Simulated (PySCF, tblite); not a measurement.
# C3H9BO2Si: geometry, infrared bands and NMR shifts

Wanted: the infrared bands and NMR shifts of C3H9BO2Si (`O[SiH](O)BC1CC1`), by calculation.

Computed with tblite 0.8.0 and PySCF 2.14.0, with density-fitted response routines of our own, on a single molecule in the gas phase. Atoms are numbered from 0 throughout.

## (1) The starting structure

16 atoms, charge 0, multiplicity 1; geometry from: force field or distance geometry start.

Bonds of the start (Å): O0–Si1 1.70, Si1–O2 1.72, Si1–B3 1.93, B3–C4 1.58, C4–C5 1.50, C5–C6 1.50, C6–C4 1.52, O0–H7 0.99, Si1–H8 1.49, O2–H9 0.99, B3–H10 1.19, C4–H11 1.12, C5–H12 1.12, C5–H13 1.10, C6–H14 1.10, C6–H15 1.12.

## (2) Geometry optimisation with GFN2-xTB

The job: settings as JSON, then the geometry in Å.

```
{"job": {"kind": "relax", "xc": "GFN2-xTB", "basis": "xTB"}, "charge": 0, "multiplicity": 1}
O      2.387400     1.674200    -0.579000
Si     1.939100     0.181900     0.104600
O      1.900900     0.204200     1.823300
B      0.313100    -0.467400    -0.699700
C     -1.094500     0.240000    -0.534700
C     -1.885800     0.060200     0.722500
C     -2.225800    -0.773800    -0.475200
H      2.751600     1.482300    -1.474400
H      3.008800    -0.788100    -0.267300
H      2.819000     0.127900     2.178500
H      0.435200    -1.158500    -1.663200
H     -1.342500     1.090400    -1.216700
H     -2.591300     0.905300     0.938100
H     -1.330900    -0.356100     1.579400
H     -3.147000    -0.559800    -1.045000
H     -1.944900    -1.853900    -0.361200
```

Run with:

```console
$ OMP_NUM_THREADS=1 python probes_run.py task.json out
```

This one command runs all jobs of the session in turn.

**Question.** This job is followed by: GFN2-xTB harmonic vibrations, gas phase; GIAO PBE0/pcSseg-1 NMR shielding, non-relativistic, gas phase. What will the session give for the following? strongest single infrared mode (GFN2-xTB); zero-point energy (GFN2-xTB); 13C shifts against TMS (PBE0/pcSseg-1, means over atoms taken as alike); 1H shifts against TMS (PBE0/pcSseg-1, means over atoms taken as alike); 17O shifts against H2O (PBE0/pcSseg-1, means over atoms taken as alike); 29Si shifts against TMS (PBE0/pcSseg-1); 11B shifts against BF3·OEt2 (PBE0/pcSseg-1); surface potential, 1st and 99th percentile.

As calculated:

| quantity | value |
| --- | --- |
| strongest single infrared mode (GFN2-xTB) | 2049 cm⁻¹, 416 km/mol |
| zero-point energy (GFN2-xTB) | 74.8 kcal/mol |
| 13C shifts against TMS (PBE0/pcSseg-1, means over atoms taken as alike) | 26.9, 18.0 ppm |
| 1H shifts against TMS (PBE0/pcSseg-1, means over atoms taken as alike) | 8.77, 5.60, 1.84, 1.74, 1.44, 1.10 ppm |
| 17O shifts against H2O (PBE0/pcSseg-1, means over atoms taken as alike) | 35.5 ppm |
| 29Si shifts against TMS (PBE0/pcSseg-1) | -9.6 ppm |
| 11B shifts against BF3·OEt2 (PBE0/pcSseg-1) | 95.7 ppm |
| surface potential, 1st and 99th percentile | -1.38 V and 2.12 V |

**Reading.** Relaxing lowered the energy by 1.043 eV in 141 steps; the close pair that moved most is Si1–O2, from 1.719 to 1.636 Å. No mode is imaginary among the 42: a minimum at this level. The strongest single mode, at 2049 cm⁻¹, moves mainly H8. Unscaled tight-binding wavenumbers are off by several per cent, some by more. Its intensities can rank the bands wrongly. At PBE0/pcSseg-1: The largest span, 202 ppm, is at B3, where the paramagnetic term is -195 ppm. At PBE0/pcSseg-1, counted by nearest atom on the grid, the HOMO lies on H8 23 %; B3 22 %, the LUMO on B3 52 %; H10 13 %.
